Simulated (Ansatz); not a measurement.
# C2H7BrGe: the cost of one run

Method: functionals in def2-TZVPP, the program's frozen cores in correlated methods; program: Ansatz 0.2.0, Gaussian basis.

Plan: PBE-D4, r2SCAN-D4, PBE0-D4, B3LYP-D4, ωB97X-V, ωB97M-V, B2PLYP; CCSD(T)/def2-TZVPP; MP2/def2-QZVPP; extrapolation to the limit.

## (1) The relaxed structure

All runs share one geometry, relaxed beforehand with PBE0-D4 in a triple-zeta def2 set.

SMILES `[CH3][GeH]([CH3])[Br]`, 11 atoms, charge 0, spin multiplicity 1.

Atoms are counted from 1 here; the program's logs count them from 0.

Bond lengths: C1–Ge2 1.943 Å, C1–H5 1.090 Å, C1–H6 1.092 Å, C1–H7 1.090 Å, Ge2–C3 1.943 Å, Ge2–Br4 2.329 Å, Ge2–H8 1.539 Å, C3–H9 1.090 Å, C3–H10 1.092 Å, C3–H11 1.090 Å. Angles: Ge2–C1–H5 109.8°, Ge2–C1–H6 109.9°, Ge2–C1–H7 110.2°, H5–C1–H6 109.0°, H5–C1–H7 108.9°, H6–C1–H7 109.0°, C1–Ge2–C3 113.2°, C1–Ge2–Br4 106.9°, C1–Ge2–H8 111.9°, C3–Ge2–Br4 106.9°, C3–Ge2–H8 111.9°, Br4–Ge2–H8 105.4°, Ge2–C3–H9 109.8°, Ge2–C3–H10 109.9°, Ge2–C3–H11 110.2°, H9–C3–H10 109.0°, H9–C3–H11 108.9°, H10–C3–H11 109.0°.

## (2) PBE-D4 (GGA)

Contents of in.yaml:

```yaml
crystal:
  periodic: [false, false, false]
  atoms:
    - {symbol: C, position_ang: [-0.936096, 1.367615, -0.121274]}
    - {symbol: Ge, position_ang: [-0.449884, -0.513598, -0.083128]}
    - {symbol: C, position_ang: [1.393830, -0.817016, 0.451168]}
    - {symbol: Br, position_ang: [-0.664461, -1.313013, -2.260606]}
    - {symbol: H, position_ang: [-0.260071, 1.911196, -0.781969]}
    - {symbol: H, position_ang: [-0.866819, 1.789371, 0.883833]}
    - {symbol: H, position_ang: [-1.956567, 1.484983, -0.485359]}
    - {symbol: H, position_ang: [-1.436413, -1.345898, 0.755946]}
    - {symbol: H, position_ang: [2.065704, -0.269143, -0.210215]}
    - {symbol: H, position_ang: [1.544668, -0.472350, 1.476531]}
    - {symbol: H, position_ang: [1.631509, -1.879149, 0.395671]}
basis:
  gaussian: {orbitals: def2-TZVPP}
hamiltonian: {xc: pbe, dispersion: d4}
output: {forces: true, orbitals: {seedname: orbitals}}
```

Launch:

```console
$ ansatz run in.yaml --threads 2 --pin off --events-out ev --progress --plain --max-ram 32768MiB --backend cpu
```

**Question.** How long does this run take on 2 threads of AMD EPYC 7R13, shared host, and how much memory does it need?

About 5 s, with a peak of 0.39 GiB.
